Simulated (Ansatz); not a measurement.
# One shape, several levels: B3N3H6 (SMILES B1NBNBN1)

Aim: a comparison of 6 runs (HF/STO-3G, HF/3-21G, B3LYP/6-31G*, BLYP/def2-SVP, PBE0/def2-SVP) of B3N3H6. 

The results are computed with Ansatz 0.2.0.

3 further runs of the same task are left out: 1 that didn't finish, 2 set aside as unsound or not needed. Runs told in other sessions of the task aren't counted.

### 1 Starting point

B3N3H6 has 12 atoms, charge 0, and is taken as a singlet. SMILES: `B1NBNBN1`. The shape is that of a PBE0-D4/def2-TZVP optimisation. This is one conformer, not always the lowest.

Bond lengths: B1–N2 1.425 Å, N2–B3 1.425 Å, B3–N4 1.425 Å, N4–B5 1.425 Å, B1–N6 1.425 Å, B5–N6 1.425 Å, B1–H7 1.197 Å, N2–H8 1.006 Å, B3–H9 1.197 Å, N4–H10 1.006 Å, B5–H11 1.197 Å, N6–H12 1.006 Å. Some angles: B1–N2–B3 122.9°, N2–B1–N6 117.1°, N2–B3–N4 117.1°, B3–N4–B5 122.9°, N4–B5–N6 117.1°, B1–N6–B5 122.9°, B1–N2–H8 118.6°, B3–N2–H8 118.6°, N2–B1–H7 121.4°, N6–B1–H7 121.4°.

### 2 Energy and forces at HF/STO-3G (run 1)

The input, job.yaml:

```yaml
crystal:
  periodic: [false, false, false]
  atoms:
    - {symbol: B, position_ang: [-0.725600, -1.223220, 0.253660]}
    - {symbol: "N", position_ang: [0.524170, -0.956610, 0.883320]}
    - {symbol: B, position_ang: [1.265120, 0.238610, 0.655490]}
    - {symbol: "N", position_ang: [0.704960, 1.188460, -0.246430]}
    - {symbol: B, position_ang: [-0.539530, 0.984630, -0.909140]}
    - {symbol: "N", position_ang: [-1.229160, -0.231820, -0.636840]}
    - {symbol: H, position_ang: [-1.326890, -2.236960, 0.463830]}
    - {symbol: H, position_ang: [0.899850, -1.642240, 1.516360]}
    - {symbol: H, position_ang: [2.313570, 0.436330, 1.198680]}
    - {symbol: H, position_ang: [1.210210, 2.040210, -0.423070]}
    - {symbol: H, position_ang: [-0.986620, 1.800580, -1.662600]}
    - {symbol: H, position_ang: [-2.110080, -0.397960, -1.093280]}
basis:
  gaussian:
    orbitals: STO-3G
hamiltonian:
  xc: hf
accuracy: high
output:
  forces: true
  orbitals: {seedname: orbitals}
```

Command:

```console
$ ansatz run job.yaml --threads 1 --pin off --max-ram 3480MiB --events-out events.jsonl --progress --plain --runs-dir runs
```

The program printed, shortened:

```text
Warning: RAYON_NUM_THREADS=1 ignored (pool sized by the plan → 1); use --threads N
Functional definition: HF
  name "HF"
[...]
803 factors; integrals over basis functions are off by at most 4.3e-9 eV
[...]
mean field -6480.24993911 eV, -238.1447927911 hartree, gradient 9.2e-9 eV, S^2 0.000000; 0 other end points of the search recorded, 0 dependent functions left out
[...]
reference -6480.24993911 eV, -238.1447927911 hartree; 21, 21 occupied and 15, 15 virtual orbitals, 803 factors
Total energy: -6480.24993911 eV, -238.1447927911 hartree
Atom 0 at    -0.725600    -1.223220     0.253660 Å, force    -0.392532    -0.662421     0.137476 eV/Å
Atom 1 at     0.524170    -0.956610     0.883320 Å, force    -0.380722     0.694459    -0.641512 eV/Å
Atom 2 at     1.265120     0.238610     0.655490 Å, force     0.684837     0.129043     0.355021 eV/Å
Atom 3 at     0.704960     1.188460    -0.246430 Å, force    -0.512335    -0.863024     0.178657 eV/Å
Atom 4 at    -0.539530     0.984630    -0.909140 Å, force    -0.291683     0.532469    -0.491818 eV/Å
Atom 5 at    -1.229160    -0.231820    -0.636840 Å, force     0.892664     0.169023     0.462193 eV/Å
Atom 6 at    -1.326890    -2.236960     0.463830 Å, force     0.608179     1.025403    -0.212478 eV/Å
Atom 7 at     0.899850    -1.642240     1.516360 Å, force     0.289837    -0.528811     0.488312 eV/Å
Atom 8 at     2.313570     0.436330     1.198680 Å, force    -1.060568    -0.199992    -0.549440 eV/Å
Atom 9 at     1.210210     2.040210    -0.423070 Å, force     0.389828     0.657166    -0.136302 eV/Å
Atom 10 at    -0.986620     1.800580    -1.662600 Å, force     0.452075    -0.825062     0.762007 eV/Å
Atom 11 at    -2.110080    -0.397960    -1.093280 Å, force    -0.679580    -0.128254    -0.352117 eV/Å
Dipole moment:    -0.000008     0.000012    -0.000016 e Å
```

Wall time 0.68 s (1 thread of AMD EPYC 9R45 (Zen 5), shared host).

### 3 Energy and gradient at HF/3-21G (run 2)

The input, molecule.yaml:

```yaml
crystal:
  periodic: [false, false, false]
  atoms:
    - {symbol: B, position_ang: [-0.725600, -1.223220, 0.253660]}
    - {symbol: "N", position_ang: [0.524170, -0.956610, 0.883320]}
    - {symbol: B, position_ang: [1.265120, 0.238610, 0.655490]}
    - {symbol: "N", position_ang: [0.704960, 1.188460, -0.246430]}
    - {symbol: B, position_ang: [-0.539530, 0.984630, -0.909140]}
    - {symbol: "N", position_ang: [-1.229160, -0.231820, -0.636840]}
    - {symbol: H, position_ang: [-1.326890, -2.236960, 0.463830]}
    - {symbol: H, position_ang: [0.899850, -1.642240, 1.516360]}
    - {symbol: H, position_ang: [2.313570, 0.436330, 1.198680]}
    - {symbol: H, position_ang: [1.210210, 2.040210, -0.423070]}
    - {symbol: H, position_ang: [-0.986620, 1.800580, -1.662600]}
    - {symbol: H, position_ang: [-2.110080, -0.397960, -1.093280]}
basis:
  gaussian: {orbitals: 3-21G.json}
hamiltonian: {xc: hf}
accuracy: high
output: {forces: true, orbitals: {seedname: orbitals}}
```

The basis set 3-21G is read from a file made from the Basis Set Exchange's data (not shown).

Command:

```console
$ ansatz run molecule.yaml --threads 1 --pin off --max-ram 3480MiB --events-out events.jsonl --progress --plain --runs-dir runs
```

The program printed, shortened:

```text
Warning: RAYON_NUM_THREADS=1 ignored (pool sized by the plan → 1); use --threads N
[... 2 set-up lines as earlier in the session ...]
[...]
1755 factors; integrals over basis functions are off by at most 9.7e-9 eV
[...]
mean field -6526.40873594 eV, -239.8410972870 hartree, gradient 1.6e-8 eV, S^2 0.000000; 0 other end points of the search recorded, 0 dependent functions left out
[...]
reference -6526.40873594 eV, -239.8410972870 hartree; 21, 21 occupied and 45, 45 virtual orbitals, 1755 factors
Total energy: -6526.40873594 eV, -239.8410972870 hartree
Atom 0 at    -0.725600    -1.223220     0.253660 Å, force    -0.380359    -0.641818     0.133247 eV/Å
Atom 1 at     0.524170    -0.956610     0.883320 Å, force     0.402150    -0.734270     0.677659 eV/Å
Atom 2 at     1.265120     0.238610     0.655490 Å, force     0.663554     0.125062     0.344008 eV/Å
Atom 3 at     0.704960     1.188460    -0.246430 Å, force     0.540596     0.911931    -0.189408 eV/Å
Atom 4 at    -0.539530     0.984630    -0.909140 Å, force    -0.282698     0.516024    -0.476578 eV/Å
Atom 5 at    -1.229160    -0.231820    -0.636840 Å, force    -0.943079    -0.177260    -0.488946 eV/Å
Atom 6 at    -1.326890    -2.236960     0.463830 Å, force     0.086895     0.146538    -0.030281 eV/Å
Atom 7 at     0.899850    -1.642240     1.516360 Å, force    -0.074576     0.136222    -0.125694 eV/Å
Atom 8 at     2.313570     0.436330     1.198680 Å, force    -0.151605    -0.028581    -0.078522 eV/Å
Atom 9 at     1.210210     2.040210    -0.423070 Å, force    -0.100275    -0.169032     0.035054 eV/Å
Atom 10 at    -0.986620     1.800580    -1.662600 Å, force     0.064500    -0.117730     0.108832 eV/Å
Atom 11 at    -2.110080    -0.397960    -1.093280 Å, force     0.174895     0.032914     0.090628 eV/Å
Dipole moment:    -0.000007     0.000011    -0.000025 e Å
```

Run time: 1 s. Hardware: 1 thread of AMD EPYC 9R45 (Zen 5), shared host; peak memory 0.18 GiB.

Runs 3 to 5 aren't shown in full; the table further down has their settings and results.

### 4 Energy and gradient at PBE0/def2-SVP (run 6)

The input, in.yaml:

```yaml
crystal:
  periodic: [false, false, false]
  atoms:
    - {symbol: B, position_ang: [-0.725600, -1.223220, 0.253660]}
    - {symbol: N, position_ang: [0.524170, -0.956610, 0.883320]}
    - {symbol: B, position_ang: [1.265120, 0.238610, 0.655490]}
    - {symbol: N, position_ang: [0.704960, 1.188460, -0.246430]}
    - {symbol: B, position_ang: [-0.539530, 0.984630, -0.909140]}
    - {symbol: N, position_ang: [-1.229160, -0.231820, -0.636840]}
    - {symbol: H, position_ang: [-1.326890, -2.236960, 0.463830]}
    - {symbol: H, position_ang: [0.899850, -1.642240, 1.516360]}
    - {symbol: H, position_ang: [2.313570, 0.436330, 1.198680]}
    - {symbol: H, position_ang: [1.210210, 2.040210, -0.423070]}
    - {symbol: H, position_ang: [-0.986620, 1.800580, -1.662600]}
    - {symbol: H, position_ang: [-2.110080, -0.397960, -1.093280]}
basis:
  gaussian: {orbitals: def2-SVP}
hamiltonian: {xc: {name: PBE0}}
accuracy: high
output: {forces: true, orbitals: {seedname: orbitals}}
```

Command:

```console
$ ansatz run in.yaml --threads 1 --pin off --max-ram 3480MiB --events-out events.jsonl --progress --plain --runs-dir runs
```

The program printed, shortened:

```text
Warning: RAYON_NUM_THREADS=1 ignored (pool sized by the plan → 1); use --threads N
Functional definition: PBE0
  name "PBE0"
[...]
2856 factors; integrals over basis functions are off by at most 3.1e-9 eV
[...]
mean field -6590.46353861 eV, -242.1950678673 hartree, gradient 1.3e-8 eV, S^2 0.000000; 0 other end points of the search recorded, 0 dependent functions left out
[...]
reference -6590.46354142 eV, -242.1950679704 hartree; 21, 21 occupied and 93, 93 virtual orbitals, 2856 factors
Total energy: -6590.46354142 eV, -242.1950679704 hartree
Atom 0 at    -0.725600    -1.223220     0.253660 Å, force     0.121863     0.204913    -0.042340 eV/Å
Atom 1 at     0.524170    -0.956610     0.883320 Å, force    -0.033348     0.060559    -0.056140 eV/Å
Atom 2 at     1.265120     0.238610     0.655490 Å, force    -0.212140    -0.040083    -0.109738 eV/Å
Atom 3 at     0.704960     1.188460    -0.246430 Å, force    -0.045094    -0.075448     0.015396 eV/Å
Atom 4 at    -0.539530     0.984630    -0.909140 Å, force     0.090734    -0.165507     0.152736 eV/Å
Atom 5 at    -1.229160    -0.231820    -0.636840 Å, force     0.078106     0.015283     0.040202 eV/Å
Atom 6 at    -1.326890    -2.236960     0.463830 Å, force    -0.151367    -0.255162     0.052988 eV/Å
Atom 7 at     0.899850    -1.642240     1.516360 Å, force     0.098506    -0.179679     0.165935 eV/Å
Atom 8 at     2.313570     0.436330     1.198680 Å, force     0.263848     0.049765     0.136720 eV/Å
Atom 9 at     1.210210     2.040210    -0.423070 Å, force     0.132511     0.223381    -0.046339 eV/Å
Atom 10 at    -0.986620     1.800580    -1.662600 Å, force    -0.112660     0.205596    -0.189746 eV/Å
Atom 11 at    -2.110080    -0.397960    -1.093280 Å, force    -0.230960    -0.043618    -0.119674 eV/Å
Dipole moment:    -0.000008     0.000011    -0.000018 e Å
```

It took 6.9 s on 1 thread of AMD EPYC 9R45 (Zen 5), shared host; peak memory 0.49 GiB.

### 5 The series

```tsv
run	level	Cartesian functions	energy (Eh)	dipole moment (D)	HOMO energy (eV)	LUMO energy (eV)	wall time
1	HF/STO-3G	no	-238.144793	0.00	-9.14	8.67	0.68 s
2	HF/3-21G	no	-239.841097	0.00	-11.00	4.85	1 s
3	B3LYP/6-31G* (spherical functions)	no	-242.665698	0.00	-7.52	0.71	6 s
4	B3LYP/6-31G* (Cartesian functions)	yes	-242.669903	0.00	-7.52	0.71	6 s
5	BLYP/def2-SVP	no	-242.383436	0.00	-6.54	-0.21	5.7 s
6	PBE0/def2-SVP	no	-242.195068	0.00	-8.04	0.59	6.9 s
```

### 6 Outcome

| quantity | value |
| --- | --- |
| run 6: total energy | -242.19507 Eh |
| run 6: dipole moment | 0.00 D |
| run 6: HOMO energy | -8.04 eV |
| run 6: LUMO energy | 0.59 eV |
| run 6: HOMO–LUMO gap | 8.63 eV |
| run 6: largest force on an atom | 0.302 eV/Å |

The HOMO–LUMO gap runs from 6.33 eV (BLYP/def2-SVP) to 17.82 eV (HF/STO-3G). The two ends differ in method and basis. Totals of different functionals can't be ranked against each other. In run 1 the basis is minimal, so the values are rough. All runs together took 26 s, the longest 6.9 s.
